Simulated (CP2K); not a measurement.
The system is GeCN2.

```
CELL_PARAMETERS angstrom
5.34003 0.00000 0.00000
4.13491 3.37912 0.00000
4.13491 1.47466 3.04036
ATOMIC_POSITIONS crystal
Ge 0.00000 0.00000 0.00000
N 0.58390 0.58390 0.58390
N 0.41610 0.41610 0.41610
C 0.50000 0.50000 0.50000
```

The cell comes from a database or a generator and needn't be the stable form of this composition.

Base run:

| Quantity | Value |
| --- | --- |
| Program | CP2K 2026.2 |
| Functional | PBE |
| Potentials or basis | POTENTIAL_UZH Ge GTH-PBE-q4, N GTH-PBE-q5, C GTH-PBE-q4; TZVP-MOLOPT-PBE-GTH basis |
| Density cutoff | 6123 eV |
| k mesh | 9 × 9 × 9 |
| Occupations | fermi-dirac, width 0.05 eV |
| Spin | no spin polarisation |

Its results: band gap on the k mesh 1.14 eV, indirect (least direct gap 2.00 eV); pressure 0.9 GPa; largest force 0.246 eV/Å.

**Question.** The run is repeated on the same cell with these changes: functional from PBE to PBEsol; occupations from fermi-dirac, width 0.05 eV to fermi-dirac, width 0.01 eV. What comes out?

**Answer.** Band gap on the k mesh 0.99 eV, indirect (least direct gap 1.83 eV); pressure -0.7 GPa; largest force 0.517 eV/Å.

Caveats: the basis of atomic orbitals isn't converged, which shifts pressures, moduli and gaps; the potentials were made for another functional, which shifts forces and pressure (some runs).

A k mesh can miss the band edges.

Not every run made on this cell is shown here.
